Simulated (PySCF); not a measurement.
# C25H19N2: the cost of one run

Computed with PySCF 2.14.0 and routines of our own; the level stands in each step. Atoms count from 0.

### Step 1. The starting structure

46 atoms, charge 1, multiplicity 1; geometry from: GFN2-xTB.

### Step 2. Electronic excitations: TDA wB97X-D/6-31G*

What the job is given:

```
{"job": {"kind": "uv", "basis": "6-31G*", "grid": 1, "kgrid": 0, "vcut": 1.5, "nstates": 5, "ntriplets": 0, "tda": true, "delta": [], "pop": false, "xc": "wB97X-D", "scf": {"conv": 0.001, "max_cycle": 50}}, "charge": 1, "multiplicity": 1}
C      0.357309    -4.028878    -2.303549
N      0.221541    -2.720532    -1.696010
C      1.328610    -1.940358    -1.532754
C      2.571149    -2.238828    -2.100214
C      3.642275    -1.403385    -1.875430
C      3.532700    -0.264486    -1.076429
C      2.337806     0.076873    -0.479104
C      2.203711     1.283100     0.333921
C      1.484052     1.282862     1.530937
C      1.378798     2.438140     2.280595
C      1.970171     3.613148     1.843749
C      2.687678     3.623484     0.656959
C      2.814953     2.467713    -0.086903
C      1.199259    -0.757728    -0.719800
N      0.035644    -0.405126    -0.208230
C     -1.057510    -1.086169    -0.490186
C     -2.305983    -0.631273     0.044533
C     -2.353612     0.575087     0.866851
C     -3.145200     0.588912     2.019383
C     -3.181811     1.706057     2.829299
C     -2.455211     2.837837     2.490414
C     -1.687721     2.843017     1.336787
C     -1.629786     1.721364     0.532629
C     -3.440088    -1.364211    -0.234143
C     -3.385176    -2.494098    -1.051657
C     -2.197504    -2.960404    -1.569161
C     -1.003821    -2.291922    -1.278426
H     -0.413147    -4.695178    -1.923906
H      0.273613    -3.965173    -3.390201
H      1.323446    -4.455971    -2.043779
H      2.705383    -3.093103    -2.741110
H      4.592919    -1.637979    -2.328837
H      4.404465     0.347780    -0.910713
H      1.029855     0.370539     1.883215
H      0.832964     2.422471     3.211476
H      1.874946     4.517929     2.424395
H      3.148231     4.535960     0.311014
H      3.355951     2.486494    -1.021281
H     -3.695479    -0.296784     2.300029
H     -3.780213     1.696878     3.727316
H     -2.489160     3.711114     3.123549
H     -1.135121     3.727296     1.058743
H     -1.041194     1.739444    -0.370953
H     -4.394107    -1.036251     0.146363
H     -4.300556    -3.010802    -1.295987
H     -2.217286    -3.815255    -2.223237
```

With the program's defaults for keys left out, this is: TDA wB97X-D/6-31G*, vertical, gas phase, core orbitals frozen in the response, virtual orbitals cut by energy.

On the command line:

```console
$ OMP_NUM_THREADS=2 python large_run.py task.json out
```

The driver reads the jobs from task.json and runs them one after another.

**Question.** How long does this first job take on 2 threads of Intel Xeon 6975P-C, shared host, and how much memory does it need?

About 54 s, with a peak of 1.4 GiB.
